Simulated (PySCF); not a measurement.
# The bond of CdPb+, level by level

What are the lowest state that PBE0 finds, the bond length, vibrational wavenumber and bond energy of CdPb+, and how much do these hang on the method?

Program: PySCF 2.14.0. Level of theory: Cd def2-SVP with ECP28, Pb def2-SVP with ECP60, scalar-relativistic core potentials. These are calculated values, not measurements.

## Step 1: Input

Settings of the job:

```yaml
atoms: Cd, Pb
charge: 1
basis: Cd def2-SVP with ECP28, Pb def2-SVP with ECP60
Hamiltonian: scalar-relativistic core potentials
basis_functions: 57
electrons_treated: 41
masses_in_u: 113.9034, 207.9766
levels: PBE0, PBE, r²SCAN, B3LYP, BP86, M06, HF, MP2, SCS-MP2
grid: 80 radial by 434 angular points
occupations: held fixed by the projection of orbital angular momentum
dissociation_limit: Cd + Pb+, each in its ground configuration
starting_distance_in_angstrom: 2.895
values_of_2S_to_try: 1, 3
```

The run is started by

```bash
$ OMP_NUM_THREADS=1 python dia.py task.json out
```

After this run come: PBE0 along the bond; Excited determinants; PBE (GGA); r²SCAN; B3LYP (global hybrid GGA); BP86 (GGA); M06 (hybrid meta-GGA); ROHF (mean field).

Q: Predict the outcome of this session. Wanted: for each run, Re; ωe; De; μ.

As calculated:

Lowest PBE0 solution found, without spin–orbit coupling: ²Π (doublet), unpaired electrons π ↑. State 2 has its PBE0 minimum 0.76 eV higher. State 3 has its PBE0 minimum 2.31 eV higher. The other levels ran on the lowest alone.

| level | Re (Å) | ωe (cm⁻¹) | De (eV) | μ (D) |
| --- | --- | --- | --- | --- |
| ROHF | 3.170 | 84.7 | 0.79 | -2.00 |
| ROHF-MP2 | 3.006 | 103.2 | 1.02 | n/a |
| ROHF-SCS-MP2 | 3.046 | 97.8 | 0.92 | n/a |
| PBE | 3.027 | 97.4 | 1.18 | -1.28 |
| BP86 | 3.024 | 97.3 | 1.14 | -1.22 |
| r²SCAN | 2.985 | 103.2 | 1.21 | -1.59 |
| B3LYP | 3.067 | 92.8 | 1.03 | -1.22 |
| PBE0 | 3.015 | 100.4 | 1.16 | -1.62 |
| M06 | 3.050 | 97.0 | 1.05 | -0.67 |

De is counted to Cd + Pb+ in their ground configurations. A positive dipole points from Cd to Pb; in an ion it is taken about the centre of mass and does not tell which atom is negative.

**Reading.** Bond lengths run from 2.985 Å (r²SCAN) to 3.170 Å (ROHF). Among the levels with a De in the table, it runs from 0.79 eV (ROHF) to 1.21 eV (r²SCAN).

Correlated steps freeze 4 core orbitals. Spin–orbit coupling is left out, which matters for elements this heavy, above all for dissociation energies. With spin–orbit coupling the term label itself may not hold.
